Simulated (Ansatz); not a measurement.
Set up this calculation in Ansatz 0.2.0, as the native input.

```
Task                : projected density of states
Functional          : PBE
Potentials or basis : Ansatz PAW
Cutoff              : 420 eV (not typed: the program's choice for these potentials)
k mesh              : 11 × 11 × 3
Occupations         : fermi-dirac, width 0.05 eV
Spin                : collinear spin, ferromagnetic start
Starting moments    : [1.0, 1.0, 0.0, 0.6, 0.0] μB
Hubbard terms       : Ir d U = 4 eV, Mo d U = 4 eV, Ni d U = 4 eV, Pd d U = 4 eV, W d U = 4 eV
Hubbard projectors  : ortho-atomic (the default)
Double counting     : fll (the default)
```

The system is NiMoIrPdW.

```
CELL_PARAMETERS angstrom
2.76616 0.00000 0.00000
-1.38308 2.39557 0.00000
0.00000 0.00000 11.02292
ATOMIC_POSITIONS crystal
Ni 0.33333 0.66667 0.59712
Mo 0.00000 0.00000 0.41074
Pd 0.66667 0.33333 0.79520
Ir 0.66667 0.33333 0.19960
W 0.33333 0.66667 0.99734
```

The cell was built by a generator and needn't be a form met in nature.

One way to write it, as run:

input.yaml

```yaml
crystal:
  lattice:
    - [2.76616, 0.0, 0.0]
    - [-1.38308, 2.39557, 0.0]
    - [0.0, 0.0, 11.02292]
  atoms:
    - { symbol: Ni, position: [0.33333, 0.66667, 0.59712], spin: 1.0 }
    - { symbol: Mo, position: [0.0, 0.0, 0.41074], spin: 1.0 }
    - { symbol: Pd, position: [0.66667, 0.33333, 0.7952] }
    - { symbol: Ir, position: [0.66667, 0.33333, 0.1996], spin: 0.6 }
    - { symbol: W, position: [0.33333, 0.66667, 0.99734] }
hamiltonian:
  xc: pbe
  pseudopotentials: { kind: paw }
  hubbard:
    sites:
      - { species: Ir, l: d, u_eff: 4.0 }
      - { species: Mo, l: d, u_eff: 4.0 }
      - { species: Ni, l: d, u_eff: 4.0 }
      - { species: Pd, l: d, u_eff: 4.0 }
      - { species: W, l: d, u_eff: 4.0 }
magnetization:
  spin_polarized: true
kpoints:
  mp_grid: { grid: [11, 11, 3] }
scf:
  occupations: { method: fermi_dirac, width: 0.05 }
  n_extra_bands: 12
output:
  forces: true
  stress: true
  eigenvalues: true
  dos: { projected: true, de: 0.05, nscf_kmesh: { grid: [17, 17, 5] } }
```

Potentials or basis: Ansatz PAW.

Command:

```sh
$ ansatz run input.yaml --threads 8 --pin off --max-ram 20480MiB --backend cpu --events-out ev --progress --plain --runs-dir out
```

It gave:

```
Pressure                             : 6.6 GPa
Largest force                        : 0.897 eV/Å
Band gap on the k mesh               : none (metal or under the smearing width)
Net moment                           : 1.23 μB per cell
Absolute moment                      : 1.83 μB per cell
Site moments                         : Ni +0.90; Mo +0.25; Pd +0.04; Ir -0.12; W +0.06 μB
Density of states at the Fermi level : 3.62 states/eV per cell
```

Caveat: the magnetic or orbital state may not be the lowest; the U is typed as a test and isn't derived for this compound; the starting moments weren't kept.

Wall time 3 min on 8 threads of AMD EPYC 9B45 (Zen 5), with other jobs on the host, peak memory 4.8 GiB.
